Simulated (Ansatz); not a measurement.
**MgO: a relaxation**

The task is a relaxation on MgO. The structure is shown as the input types it.

The COD entry's cell or inner coordinates are ideal or old and differ from later refinements, so a difference from it is no clean test against experiment.

Program: Ansatz 0.2.0. Level of theory: DFT, PBEsol, PAW with Ansatz's default frozen-core files, scalar-relativistic; relaxation of cell and atoms. These are calculated values, not measurements.

## (1) The starting structure

Symmetry: Fm-3m, No. 225, cubic system. Conventional cell: a = 4.217 Å, b = 4.217 Å, c = 4.217 Å, α = 90.00°, β = 90.00°, γ = 90.00°. Mg (site symmetry m-3m) is surrounded by 6 O at 2.11 Å. O (site symmetry m-3m) is surrounded by 6 Mg at 2.11 Å.

Coordinates:

```cif
data_structure
_symmetry_space_group_name_H-M 'P 1'
_symmetry_Int_Tables_number 1
_cell_length_a 2.9819
_cell_length_b 2.9819
_cell_length_c 2.9819
_cell_angle_alpha 60.000
_cell_angle_beta 60.000
_cell_angle_gamma 60.000
_cell_volume 18.75
loop_
_atom_site_label
_atom_site_type_symbol
_atom_site_fract_x
_atom_site_fract_y
_atom_site_fract_z
_atom_site_occupancy
Mg1 Mg 0.00000 0.00000 0.00000 1
O1 O 0.50000 0.50000 0.50000 1
```

## (2) The run

Input file input.yaml:

```yaml
crystal:
  lattice:
    - [0.0, 2.1085, 2.1085]
    - [2.1085, 0.0, 2.1085]
    - [2.1085, 2.1085, 0.0]
  atoms:
    - { symbol: Mg, position: [0.0, 0.0, 0.0] }
    - { symbol: O, position: [0.5, 0.5, 0.5] }
kpoints:
  mp_grid: { grid: [10, 9, 11] }
scf:
  occupations: { method: fixed }
  max_iter: 75
hamiltonian:
  xc: pbesol
  pseudopotentials: { kind: paw }
relax:
  f_tol: 0.002
  max_steps: 80
  cell: {}
output:
  forces: true
  stress: true
  write_density: true
  write_potential: true
  elf: true
  volumetric_format: npy
```

Command:

```sh
> ansatz run input.yaml --threads 1 --pin off --max-ram 3072MiB --backend cpu --events-out ev --progress --plain --runs-dir out
```

Q: Will this input give a usable result? If not, why, and what should change?

The program finished normally, with warnings (symmetry narrowed by mesh). Its log warns: «crystal.symmetry: narrowed to the stabiliser of the k-point mesh — unitary ops 48 → 2; excluded 46 operations that carry a point of the 10×9×11 mesh (shift [0, 0 ...»

In the input, kpoints.mp_grid.grid is [10, 9, 11]. What could go wrong: uneven k-mesh. The run converged, but that does not make its result sound.

Run again and compare: set kpoints.mp_grid.grid to [16, 16, 16].
